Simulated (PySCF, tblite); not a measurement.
# C6H8O4S: geometry, infrared bands and NMR shifts

Aim: predict the infrared bands and NMR shifts of C6H8O4S (`COC1=C(OC)S(=O)(=O)C=C1`).

Programs: tblite 0.8.0 and PySCF 2.14.0, with density-fitted response routines of our own. Each step states its level of theory. These are calculated values for one molecule in the gas phase, unless marked as measured. Atoms count from 0, in the outputs and in this text.

## (1) Starting geometry

19 atoms, charge 0, multiplicity 1; geometry from: force field or distance geometry start.

Bonds of the start (Å): C0–O1 1.44, O1–C2 1.35, C2–C3 1.35, C3–O4 1.39, O4–C5 1.43, C3–S6 1.76, S6–O7 1.44, S6–O8 1.45, S6–C9 1.73, C9–C10 1.34, C10–C2 1.46, C0–H11 1.08, C0–H12 1.09, C0–H13 1.09, C5–H14 1.09, C5–H15 1.08, C5–H16 1.10, C9–H17 1.07, C10–H18 1.09.

## (2) Optimising the geometry with GFN2-xTB

What the job is given:

```
{"job": {"kind": "relax", "xc": "GFN2-xTB", "basis": "xTB"}, "charge": 0, "multiplicity": 1}
C      2.715700    -0.231800     0.211500
O      2.000500     1.002200     0.040700
C      0.653600     0.939800    -0.038400
C     -0.213200    -0.094300    -0.016200
O      0.153500    -1.425600     0.146500
C     -0.932100    -2.350200     0.143600
S     -1.845800     0.544500    -0.186600
O     -2.399800     0.136300    -1.452100
O     -2.580000     0.356900     1.053000
C     -1.325200     2.187200    -0.291100
C      0.009500     2.234900    -0.206400
H      3.771400    -0.000500     0.269200
H      2.548900    -0.884900    -0.639400
H      2.429900    -0.723200     1.145300
H     -0.509400    -3.343500     0.269700
H     -1.473100    -2.328600    -0.791000
H     -1.597300    -2.163000     0.993700
H     -2.009600     3.001200    -0.419100
H      0.592700     3.151600    -0.240400
```

The run is started by

```
> OMP_NUM_THREADS=1 python probes_run.py task.json out
```

The driver reads the jobs from task.json and runs them one after another.

**Question.** This job is followed by: GFN2-xTB harmonic vibrations, gas phase; GIAO PBE0/pcSseg-1 NMR shielding, non-relativistic, gas phase. Predict these results of the whole session: strongest single infrared mode (GFN2-xTB); zero-point energy (GFN2-xTB); 13C shifts against TMS (PBE0/pcSseg-1); 1H shifts against TMS (PBE0/pcSseg-1, means over atoms taken as alike); 17O shifts against H2O (PBE0/pcSseg-1, means over atoms taken as alike); 33S shifts against CS2 (PBE0/pcSseg-1); surface potential, 1st and 99th percentile.

The runs gave:

| quantity | value |
| --- | --- |
| strongest single infrared mode (GFN2-xTB) | 1245 cm⁻¹, 492 km/mol |
| zero-point energy (GFN2-xTB) | 84.6 kcal/mol |
| 13C shifts against TMS (PBE0/pcSseg-1) | 143.2, 139.8, 137.4, 128.5, 59.7, 56.5 ppm |
| 1H shifts against TMS (PBE0/pcSseg-1, means over atoms taken as alike) | 6.57, 5.97, 4.60, 4.08 ppm |
| 17O shifts against H2O (PBE0/pcSseg-1, means over atoms taken as alike) | 193.4, 93.2, 71.5 ppm |
| 33S shifts against CS2 (PBE0/pcSseg-1) | 325 ppm |
| surface potential, 1st and 99th percentile | -1.55 V and 1.33 V |

**Reading.** Over 38 steps the energy fell by 0.212 eV; of the close pairs, S6–C9 changed most, 1.726 to 1.792 Å. All 51 modes are real, so the xTB geometry is a minimum. The strongest single mode, at 1245 cm⁻¹, has its largest shares on S6, O7 and O8 (the list is cut at 3 atoms). Unscaled tight-binding wavenumbers are off by several per cent, some by more. Its intensities can rank the bands wrongly. At PBE0/pcSseg-1: Shielding is most anisotropic at S6 (span 234 ppm, paramagnetic term -873 ppm). At PBE0/pcSseg-1, counted by nearest atom on the grid, the HOMO lies on C2, C3 about 20 % each; O4 18 %, the LUMO on C9, C10 about 22 % each; C3 15 %.
